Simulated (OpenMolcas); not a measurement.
# Multireference states of InN, part 2 of 2

Computed with OpenMolcas 26.06; SA-CASSCF(8,8), XMS-CASPT2, RASSI; ANO-RCC-VTZP.

### Step 5. Along the bond: spin–orbit levels

Energies in eV from the lowest point of the curves kept (curves with gaps or mixed symmetry are left out, so lower ones can be missing). Curves are followed by energy order within each symmetry, so they can change character at crossings; levels whose Ω could not be read are left out of the count.

| R (Å) | (1)Ω=0 | (1)Ω=1 | (2)Ω=1 | (4)Ω=0 | (3)Ω=1 | (1)Ω=3 | (4)Ω=1 | (5)Ω=1 | (6)Ω=1 |
| --- | --- | --- | --- | --- | --- | --- | --- | --- | --- |
| 1.803 | 0.795 | 0.786 | 1.400 | 1.410 | 1.607 | 3.966 | 3.229 | 3.813 | 3.881 |
| 1.907 | 0.353 | 0.338 | 0.632 | 0.987 | 1.216 | 3.162 | 3.001 | 3.074 | 3.089 |
| 2.002 | 0.181 | 0.175 | 0.260 | 1.081 | 1.122 | 2.703 | 2.543 | 2.620 | 3.135 |
| 2.096 | 0.050 | 0.054 | 0.177 | 1.272 | 1.177 | 2.407 | 2.245 | 2.323 | 3.242 |
| 2.201 | 0.000 | 0.002 | 0.247 | 1.519 | 1.344 | 2.198 | 2.036 | 2.113 | 3.138 |
| 2.306 | 0.046 | 0.047 | 0.404 | 1.764 | 1.574 | 2.065 | 1.902 | 1.980 | 2.997 |
| 2.452 | 0.201 | 0.202 | 0.682 | 1.828 | 1.791 | 1.953 | 1.869 | 1.955 | 2.822 |
| 2.641 | 0.471 | 0.471 | 1.012 | 1.739 | 1.701 | 1.861 | 1.782 | 2.441 | 2.759 |
| 2.934 | 0.924 | 0.925 | 1.363 | 1.693 | 1.648 | 1.802 | 1.736 | 3.000 | 3.152 |

All 13 distances took 14 min on 1 thread of Arm Neoverse V2, shared host; 4 of them failed the checks on weights, roots and symmetry and are left out.

### Step 6. What came out

The summary covers parts 1 to 2.

```
                       quantity                          value
         lowest spin-free state                          (1)3Σ
           next spin-free state                (1)3Π, 0.105 eV
                   lowest level  Ω = 0, 92 % (1)3Σ + 8 % (1)3Π
                     next level                 Ω = 1, 32 cm⁻¹
lowering by spin–orbit coupling                       128 cm⁻¹
```

**Reading.** At 2.096 Å the lowest computed level has Ω = 0 and is 92 % (1)3Σ + 8 % (1)3Π. The levels that stem mainly from (1)3Σ spread over 32 cm⁻¹. Only the spin multiplicities and numbers of roots in the input were computed, so the list of states is not complete and the lowest one found need not be the ground state; labels number the states computed.
